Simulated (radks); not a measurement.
**Excited configurations of Pr³⁺**

An exercise on one series of results from a longer session: the logs are not shown, and one member is left open.

Program: radks (a radial shooting solver on a logarithmic mesh, Libxc functionals) version 1. Level of theory: Dirac Kohn-Sham, PBE, spin-unpolarised, spherical densities, finite nucleus; open shells fill j = l - 1/2 first. These are calculated values, not measurements, unless marked.

## The atom as given

| Property | Result |
| --- | --- |
| element | praseodymium (Z = 59) |
| charge | +3 |
| electrons | 56 |
| configuration | [Xe] 4f2 |
| nuclear rms radius | 4.8919 fm |

Set-up of the first run:

Settings of this run:

```text
Z 59
configuration [Xe] 4f2
relativity Dirac
functional pbe,pbe
spin unpolarised
j_filling energy
nucleus finite rms 4.8919 fm
c 137.035999084
```

Steps of the session up to this table: Ground configuration: [Xe] 4f2.

One of the session's tables, all rows but one given; the rest of the session is left out.

It belongs to the step «Ground configuration: [Xe] 4f2». From the orbitals of this run (lengths in bohr):

```
level     <r>  outermost maximum (interpolated)  90 % within  nodes
4p3/2       ?                                 ?            ?      ?
4d3/2  0.7174                             0.630         1.08      1
4d5/2  0.7271                             0.638         1.09      1
5s1/2   1.469                              1.34         2.10      4
5p1/2   1.629                              1.45         2.36      3
5p3/2   1.702                              1.52         2.46      3
4f5/2   1.009                             0.675         1.72      0
4f7/2   1.019                             0.679         1.74      0
```

**Question.** Estimate the row for 4p3/2.

As computed: <r>: 0.6663; outermost maximum (interpolated): 0.612; 90 % within: 0.969; nodes: 2. In the column «<r>» it is the lowest.

To keep in mind: Spin polarisation and multiplet splitting are left out, so open shells lie too high by an amount that depends on their filling.
